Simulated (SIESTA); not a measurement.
**HfB under changes of volume**

One of the cells (12.326 Å³/atom); the others are scaled copies at fixed shape and fractional positions:

```
Hf B
1.0
     0.00000    2.31000    2.31000
     2.31000    0.00000    2.31000
     2.31000    2.31000    0.00000
Hf B
1 1
Direct
  0.50000 0.50000 0.50000
  0.00000 0.00000 0.00000
```

| Item | Value |
| --- | --- |
| Program | SIESTA 5.4.2 |
| Functional | LDA |
| Potentials or basis | PseudoDojo 0.4 standard (LDA files) |
| Basis | DZP (energy shift 0.003 Ry; two zetas on semicore shells) |
| Grid cutoff | 800 Ry |
| Energy shift | 0.003 Ry |
| k mesh | 10 × 10 × 10 |
| Occupations | fermi-dirac, width 0.05 eV |
| Spin | no spin polarisation |

```tsv
volume (Å³/atom)	energy over the lowest point (meV/atom)	pressure (GPa)
11.587	?	?
11.833	130.90	30.7
12.080	88.64	24.7
12.326	55.15	19.2
12.573	29.68	14.3
12.819	11.51	9.7
13.066	0.00	5.6
```

Q: What does the run at 11.587 Å³/atom give?

A: Energy over the lowest point 182.76 meV/atom; pressure 37.2 GPa.

Worked out: A Birch-Murnaghan fit of order 3 (a polynomial in V^(-2/3)) to the other rows has its minimum at 13.42 Å³/atom, just outside them, with B0 = V·E''(V) = 191 GPa and B' = 3.7. It gives 182.58 meV/atom at 11.587 Å³/atom, against the run's 182.76, and -dE/dV = 36.9 GPa, against 37.2.

Energies are extrapolated to zero smearing.

Caveats: short orbitals over semicore shells can move pressures by several GPa; the basis of atomic orbitals isn't converged, which shifts pressures, moduli and gaps.
